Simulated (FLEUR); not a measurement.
Here is a FLEUR MaX-R8.1 (later development tree) calculation.

The input inp.xml:

```xml
<?xml version="1.0" encoding="UTF-8" standalone="no"?>
<fleurInput fleurInputVersion="0.39">
   <comment>
      TiPd2                                                                                               
   </comment>
   <calculationSetup>
      <cutoffs Kmax="4.52" Gmax="14.0" GmaxXC="14.0" numbands="0"/>
      <scfLoop itmax="60" minDistance="0.00001" maxIterBroyd="15" imix="Anderson" alpha="0.05" precondParam="0.0" spinf="2.0" sdNocoIR="T"/>
      <coreElectrons ctail="T" frcor="F" kcrel="0" coretail_lmax="0"/>
      <xcFunctional name="PBEs" relativisticCorrections="F"/>
      <magnetism jspins="1"/>
      <soc l_soc="F" theta="0.0" phi="0.0" spav="F"/>
      <expertModes spex="0" secvar="F"/>
      <geometryOptimization l_f="F" forcealpha="1.0" forcemix="BFGS" epsdisp="0.00001" epsforce="0.00001"/>
      <ldaU l_linMix="F" mixParam="0.05" spinf="1.0"/>
   </calculationSetup>
   <cell>
      <bzIntegration valenceElectrons="48.0" mode="hist" fermiSmearingEnergy="0.00183747">
         <kPointListSelection listName="default-1"/>
         <!-- k-points included here -->
         <xi:include xmlns:xi="http://www.w3.org/2001/XInclude" href="kpts.xml"> </xi:include>
      </bzIntegration>
      <!-- symmetry operations included here -->
      <xi:include xmlns:xi="http://www.w3.org/2001/XInclude" href="sym.xml"> </xi:include>
      <bulkLattice scale="1.0">
         <bravaisMatrix>
            <row-1>   -3.0942337769677906     3.0942337769677906     8.2925585409318305</row-1>
            <row-2>    3.0942337769677906    -3.0942337769677906     8.2925585409318305</row-2>
            <row-3>    3.0942337769677906     3.0942337769677906    -8.2925585409318305</row-3>
         </bravaisMatrix>
      </bulkLattice>
   </cell>
   <atomSpecies>
      <species name="Palladium (Pd)" element="Pd" atomicNumber="46">
         <mtSphere radius="2.41" gridPoints="797" logIncrement="0.016"/>
         <atomicCutoffs lmax="10" lnonsphr="10"/>
         <electronConfig flipSpins="F">
            <coreConfig>(1s1/2) (2s1/2) (2p1/2) (2p3/2) (3s1/2) (3p1/2) (3p3/2) (3d3/2) (3d5/2)</coreConfig>
            <valenceConfig>(4s1/2) (4p1/2) (4p3/2) (5s1/2) (4d3/2) (4d5/2)</valenceConfig>
            <stateOccupation state="(5s1/2)" spinUp="0.500000" spinDown="0.500000"/>
            <stateOccupation state="(4d3/2)" spinUp="1.800000" spinDown="1.800000"/>
            <stateOccupation state="(4d5/2)" spinUp="2.700000" spinDown="2.700000"/>
         </electronConfig>
         <energyParameters s="5" p="5" d="4" f="4"/>
         <lo type="SCLO" l="0" n="4" eDeriv="0"/>
         <lo type="SCLO" l="1" n="4" eDeriv="0"/>
         <lo type="SCLO" l="1" n="4" eDeriv="1"/>
         <lo type="SCLO" l="2" n="4" eDeriv="2"/>
         <lo type="SCLO" l="3" n="4" eDeriv="2"/>
      </species>
      <species name="Titanium (Ti)" element="Ti" atomicNumber="22">
         <mtSphere radius="2.17" gridPoints="717" logIncrement="0.017"/>
         <atomicCutoffs lmax="9" lnonsphr="9"/>
         <electronConfig flipSpins="F">
            <coreConfig>(1s1/2) (2s1/2) (2p1/2) (2p3/2)</coreConfig>
            <valenceConfig>(3s1/2) (3p1/2) (3p3/2) (4s1/2) (3d3/2) (3d5/2)</valenceConfig>
            <stateOccupation state="(3d3/2)" spinUp="0.400000" spinDown="0.400000"/>
            <stateOccupation state="(3d5/2)" spinUp="0.600000" spinDown="0.600000"/>
         </electronConfig>
         <energyParameters s="4" p="4" d="3" f="4"/>
         <lo type="SCLO" l="0" n="3" eDeriv="0"/>
         <lo type="SCLO" l="1" n="3" eDeriv="0"/>
         <lo type="SCLO" l="1" n="3" eDeriv="1"/>
         <lo type="SCLO" l="2" n="3" eDeriv="2"/>
         <lo type="SCLO" l="3" n="4" eDeriv="2"/>
      </species>
   </atomSpecies>
   <atomGroups>
      <atomGroup species="Palladium (Pd)">
         <relPos label="                   1">.3431350000 .3431350000 .0000000000</relPos>
         <relPos label="                   2">-.3431350000 -.3431350000 .0000000000</relPos>
         <force calculate="T" relaxXYZ="TTT"/>
      </atomGroup>
      <atomGroup species="Titanium (Ti)">
         <relPos label="                   3">.0000000000 .0000000000 .0000000000</relPos>
         <force calculate="T" relaxXYZ="TTT"/>
      </atomGroup>
   </atomGroups>
   <output dos="F" band="F" slice="F">
      <checks vchk="F" cdinf="F"/>
      <bandDOS minEnergy="-.5*Htr" maxEnergy="0.5*Htr" sigma="0.015" storeEVData="T"/>
      <vacuumDOS vacdos="F" integ="F" star="F" nstars="0" locx1="0.0" locy1="0.0" locx2="0.0" locy2="0.0" nstm="0" tworkf="0.0"/>
      <unfoldingBand unfoldBand="F" supercellX="1" supercellY="1" supercellZ="1"/>
      <plotting iplot="0" polar="F">
         <plot TwoD="T" vec1="  1.0  0.0  0.0" vec2="  0.0  1.0  0.0" vec3="  0.0  0.0  1.0" zero="  0.0  0.0  0.0" file="plot"/>
      </plotting>
      <chargeDensitySlicing numkpt="0" minEigenval="0.0" maxEigenval="0.0" nnne="0" pallst="F"/>
      <specialOutput eonly="F"/>
      <moessbauerParams electricFieldGradient="T" isomerShift="T" coreHyperfine="T" valenceHyperfine="T"/>
      <magneticCircularDichroism mcd="F" energyLo="-10.0" energyUp="0.0"/>
   </output>
  <!-- We include the file relax.xml here to enable relaxations (see documentation) -->
  <xi:include xmlns:xi="http://www.w3.org/2001/XInclude" href="relax.xml"> <xi:fallback/> </xi:include>
</fleurInput>
```

The input crystal.txt:

```
TiPd2
&input cartesian=F /
-1.6373980000  1.6373980000  4.3882330000
1.6373980000  -1.6373980000  4.3882330000
1.6373980000  1.6373980000  -4.3882330000
1.8897261246
1.0 1.0 1.0

3
46 0.3431350000  0.3431350000  0.0000000000
46 0.6568650000  0.6568650000  0.0000000000
22 0.0000000000  0.0000000000  0.0000000000

&kpt div1=11 div2=11 div3=11 gamma=T /
```

Contents of inp.xml (bands):

```
<?xml version="1.0" encoding="UTF-8" standalone="no"?>
<fleurInput fleurInputVersion="0.39">
   <comment>
      TiPd2                                                                                               
   </comment>
   <calculationSetup>
      <cutoffs Kmax="4.52" Gmax="14.0" GmaxXC="14.0" numbands="0"/>
      <scfLoop itmax="60" minDistance="0.00001" maxIterBroyd="15" imix="Anderson" alpha="0.05" precondParam="0.0" spinf="2.0" sdNocoIR="T"/>
      <coreElectrons ctail="T" frcor="F" kcrel="0" coretail_lmax="0"/>
      <xcFunctional name="PBEs" relativisticCorrections="F"/>
      <magnetism jspins="1"/>
      <soc l_soc="F" theta="0.0" phi="0.0" spav="F"/>
      <expertModes spex="0" secvar="F"/>
      <geometryOptimization l_f="F" forcealpha="1.0" forcemix="BFGS" epsdisp="0.00001" epsforce="0.00001"/>
      <ldaU l_linMix="F" mixParam="0.05" spinf="1.0"/>
   </calculationSetup>
   <cell>
      <bzIntegration valenceElectrons="48.0" mode="hist" fermiSmearingEnergy="0.00183747">
         <kPointListSelection listName="path-1"/>
         <!-- k-points included here -->
         <xi:include xmlns:xi="http://www.w3.org/2001/XInclude" href="kpts.xml"> </xi:include>
      </bzIntegration>
      <!-- symmetry operations included here -->
      <xi:include xmlns:xi="http://www.w3.org/2001/XInclude" href="sym.xml"> </xi:include>
      <bulkLattice scale="1.0">
         <bravaisMatrix>
            <row-1>   -3.0942337769677906     3.0942337769677906     8.2925585409318305</row-1>
            <row-2>    3.0942337769677906    -3.0942337769677906     8.2925585409318305</row-2>
            <row-3>    3.0942337769677906     3.0942337769677906    -8.2925585409318305</row-3>
         </bravaisMatrix>
      </bulkLattice>
   </cell>
   <atomSpecies>
      <species name="Palladium (Pd)" element="Pd" atomicNumber="46">
         <mtSphere radius="2.41" gridPoints="797" logIncrement="0.016"/>
         <atomicCutoffs lmax="10" lnonsphr="10"/>
         <electronConfig flipSpins="F">
            <coreConfig>(1s1/2) (2s1/2) (2p1/2) (2p3/2) (3s1/2) (3p1/2) (3p3/2) (3d3/2) (3d5/2)</coreConfig>
            <valenceConfig>(4s1/2) (4p1/2) (4p3/2) (5s1/2) (4d3/2) (4d5/2)</valenceConfig>
            <stateOccupation state="(5s1/2)" spinUp="0.500000" spinDown="0.500000"/>
            <stateOccupation state="(4d3/2)" spinUp="1.800000" spinDown="1.800000"/>
            <stateOccupation state="(4d5/2)" spinUp="2.700000" spinDown="2.700000"/>
         </electronConfig>
         <energyParameters s="5" p="5" d="4" f="4"/>
         <lo type="SCLO" l="0" n="4" eDeriv="0"/>
         <lo type="SCLO" l="1" n="4" eDeriv="0"/>
         <lo type="SCLO" l="1" n="4" eDeriv="1"/>
         <lo type="SCLO" l="2" n="4" eDeriv="2"/>
         <lo type="SCLO" l="3" n="4" eDeriv="2"/>
      </species>
      <species name="Titanium (Ti)" element="Ti" atomicNumber="22">
         <mtSphere radius="2.17" gridPoints="717" logIncrement="0.017"/>
         <atomicCutoffs lmax="9" lnonsphr="9"/>
         <electronConfig flipSpins="F">
            <coreConfig>(1s1/2) (2s1/2) (2p1/2) (2p3/2)</coreConfig>
            <valenceConfig>(3s1/2) (3p1/2) (3p3/2) (4s1/2) (3d3/2) (3d5/2)</valenceConfig>
            <stateOccupation state="(3d3/2)" spinUp="0.400000" spinDown="0.400000"/>
            <stateOccupation state="(3d5/2)" spinUp="0.600000" spinDown="0.600000"/>
         </electronConfig>
         <energyParameters s="4" p="4" d="3" f="4"/>
         <lo type="SCLO" l="0" n="3" eDeriv="0"/>
         <lo type="SCLO" l="1" n="3" eDeriv="0"/>
         <lo type="SCLO" l="1" n="3" eDeriv="1"/>
         <lo type="SCLO" l="2" n="3" eDeriv="2"/>
         <lo type="SCLO" l="3" n="4" eDeriv="2"/>
      </species>
   </atomSpecies>
   <atomGroups>
      <atomGroup species="Palladium (Pd)">
         <relPos label="                   1">.3431350000 .3431350000 .0000000000</relPos>
         <relPos label="                   2">-.3431350000 -.3431350000 .0000000000</relPos>
         <force calculate="T" relaxXYZ="TTT"/>
      </atomGroup>
      <atomGroup species="Titanium (Ti)">
         <relPos label="                   3">.0000000000 .0000000000 .0000000000</relPos>
         <force calculate="T" relaxXYZ="TTT"/>
      </atomGroup>
   </atomGroups>
   <output dos="F" band="T" slice="F">
      <checks vchk="F" cdinf="F"/>
      <bandDOS minEnergy="-.5*Htr" maxEnergy="0.5*Htr" sigma="0.015" storeEVData="T"/>
      <vacuumDOS vacdos="F" integ="F" star="F" nstars="0" locx1="0.0" locy1="0.0" locx2="0.0" locy2="0.0" nstm="0" tworkf="0.0"/>
      <unfoldingBand unfoldBand="F" supercellX="1" supercellY="1" supercellZ="1"/>
      <plotting iplot="0" polar="F">
         <plot TwoD="T" vec1="  1.0  0.0  0.0" vec2="  0.0  1.0  0.0" vec3="  0.0  0.0  1.0" zero="  0.0  0.0  0.0" file="plot"/>
      </plotting>
      <chargeDensitySlicing numkpt="0" minEigenval="0.0" maxEigenval="0.0" nnne="0" pallst="F"/>
      <specialOutput eonly="F"/>
      <moessbauerParams electricFieldGradient="T" isomerShift="T" coreHyperfine="T" valenceHyperfine="T"/>
      <magneticCircularDichroism mcd="F" energyLo="-10.0" energyUp="0.0"/>
   </output>
  <!-- We include the file relax.xml here to enable relaxations (see documentation) -->
  <xi:include xmlns:xi="http://www.w3.org/2001/XInclude" href="relax.xml"> <xi:fallback/> </xi:include>
</fleurInput>
```

Potentials or basis: all-electron, FLAPW.

Launch:

```sh
$ inpgen -f crystal.txt -profile fastHighL
$ # inp.xml edited to the form shown
$ fleur_MPI
$ fleur_MPI   # second run, on inp.xml (bands)
```

(1) Estimate the band gap along the path.

## Answers

(1) none (metal or under the smearing width).
